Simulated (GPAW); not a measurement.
The system is MnGaGe.

```
CELL_PARAMETERS angstrom
3.94596 0.00000 0.00000
0.00000 3.94596 0.00000
0.00000 0.00000 5.91088
ATOMIC_POSITIONS crystal
Ge 0.50000 0.00000 0.71905
Ge 0.00000 0.50000 0.28095
Ga 0.50000 0.00000 0.29623
Ga 0.00000 0.50000 0.70377
Mn 0.50000 0.50000 0.00000
Mn 0.00000 0.00000 0.00000
```

The cell is a database's computed one.

Base run:

```yaml
Program: GPAW 26.7.0
Functional: PBEsol
Potentials_or_basis: PAW data sets generated in the run's folder for this functional
Cutoff: 600 eV
Basis: pw
k_mesh: 7 × 7 × 5
Occupations: fermi-dirac, width 0.05 eV
Spin: collinear spin, ferromagnetic start
Starting_moments: "[0.0, 0.0, 0.0, 0.0, 4.0, 4.0] μB"
```

Its results: pressure -5.7 GPa; net moment 4.11 μB per cell; site moments Ge -0.04; Ga -0.03; Mn +2.09 μB; largest force 0.386 eV/Å.

Q: The run is repeated on the same cell with these changes: k mesh from 7 × 7 × 5 to 5 × 5 × 3. What comes out?

A: Pressure -5.2 GPa; net moment 4.16 μB per cell; site moments Ge -0.04; Ga -0.03; Mn +2.12 μB; largest force 0.423 eV/Å.
